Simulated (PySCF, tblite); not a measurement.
# C5H7PS: geometry, infrared bands and NMR shifts

Wanted: the infrared bands and NMR shifts of C5H7PS (`CC1=C[P@@H](=S)C=C1`), by calculation.

The runs use tblite 0.8.0 and PySCF 2.14.0, with density-fitted response routines of our own; the level of theory stands in each step. All values are computed, except where a source is named. Atoms count from 0, in the outputs and in this text.

## 1. The starting structure

14 atoms, charge 0, multiplicity 1; geometry from: force field or distance geometry start.

Bonds of the start (Å): C0–C1 1.50, C1–C2 1.33, C2–P3 1.79, P3–S4 1.93, P3–C5 1.79, C5–C6 1.35, C6–C1 1.45, C0–H7 1.10, C0–H8 1.09, C0–H9 1.08, C2–H10 1.08, P3–H11 1.42, C5–H12 1.08, C6–H13 1.09.

## 2. Optimising the geometry with GFN2-xTB

The job: settings as JSON, then the geometry in Å.

```
{"job": {"kind": "relax", "xc": "GFN2-xTB", "basis": "xTB"}, "charge": 0, "multiplicity": 1}
C      2.106100    -0.153000     0.449500
C      0.638700    -0.028200     0.140800
C     -0.029200     1.101200    -0.075900
P     -1.763400     0.821000    -0.420000
S     -2.575700     1.503700    -2.028700
C     -1.478000    -0.933200    -0.233400
C     -0.191100    -1.209500     0.058400
H      2.258700    -0.615900     1.431100
H      2.588200     0.827900     0.472100
H      2.596200    -0.757400    -0.305900
H      0.401700     2.089000    -0.075200
H     -2.507700     1.249200     0.707200
H     -2.246100    -1.681500    -0.343100
H      0.201000    -2.213600     0.201000
```

Launch:

```bash
OMP_NUM_THREADS=1 python probes_run.py task.json out
```

This one command runs all jobs of the session in turn.

**Question.** This job is followed by: GFN2-xTB harmonic vibrations, gas phase; GIAO PBE0/pcSseg-1 NMR shielding, non-relativistic, gas phase. Predict these results of the whole session: strongest single infrared mode (GFN2-xTB); zero-point energy (GFN2-xTB); ¹³C shifts against TMS (PBE0/pcSseg-1); ¹H shifts against TMS (PBE0/pcSseg-1, means over atoms taken as alike); ³¹P shifts against H3PO4 (PBE0/pcSseg-1); ³³S shifts against CS2 (PBE0/pcSseg-1).

The runs gave:

```
                                                              quantity                                 value
                             strongest single infrared mode (GFN2-xTB)                 2177 cm⁻¹, 199 km/mol
                                          zero-point energy (GFN2-xTB)                         64.0 kcal/mol
                                ¹³C shifts against TMS (PBE0/pcSseg-1)  160.1, 150.5, 142.1, 132.5, 21.9 ppm
¹H shifts against TMS (PBE0/pcSseg-1, means over atoms taken as alike)      7.67, 6.82, 6.43, 5.99, 2.18 ppm
                              ³¹P shifts against H3PO4 (PBE0/pcSseg-1)                               5.2 ppm
                                ³³S shifts against CS2 (PBE0/pcSseg-1)                              -340 ppm
```

The optimisation took 42 steps and gained 0.109 eV; among the close pairs (by a distance rule), P3–C5 changed most, from 1.787 to 1.811 Å. All 36 modes are real, so the xTB geometry is a minimum. The strongest single mode, at 2177 cm⁻¹, moves mainly H11. Unscaled tight-binding wavenumbers are off by several per cent, some by more. Its intensities can rank the bands wrongly. At PBE0/pcSseg-1: The widest tensor belongs to S4: span 343 ppm, with a paramagnetic part of -211 ppm.
